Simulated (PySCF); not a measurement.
# C₅H₅ClN₂: vibronic structure

Computed with PySCF 2.14.0 and routines of our own; the level stands in each step. Atoms count from 0.

## 1. The system as given

13 atoms, charge 0, multiplicity 1; geometry from: GFN2-xTB.

## 2. Vibronic structure: TDDFT PBE0/cc-pVDZ

Job settings and geometry (Å):

```
{"job": {"kind": "vib", "xc": "PBE0", "basis": "cc-pVDZ", "tda": false}, "charge": 0, "multiplicity": 1}
C      2.240160    -0.248182    -0.043831
C      0.759622    -0.089195    -0.027033
N      0.248804     1.014614    -0.561697
C     -1.059931     1.168719    -0.535532
C     -1.890831     0.207525     0.031017
Cl    -3.601821     0.396718     0.064089
C     -1.269297    -0.915413     0.567292
N      0.040756    -1.055650     0.533731
H      2.655498     0.188931     0.863372
H      2.498585    -1.302503    -0.064866
H      2.659968     0.273975    -0.898167
H     -1.452759     2.075611    -0.975985
H     -1.833142    -1.714663     1.029884
```

Method: TDDFT PBE0/cc-pVDZ vertical-gradient vibronic structure (displaced harmonic oscillators, Condon), gas phase.

On the command line:

```bash
OMP_NUM_THREADS=1 python excited_run.py task.json out
```

One launch serves the whole session: the jobs run in the order shown.

**Question.** How long does this first job take on 1 thread of Arm Neoverse N1, shared host, and how much memory does it need?

About 55 s, with a peak of 0.77 GiB.
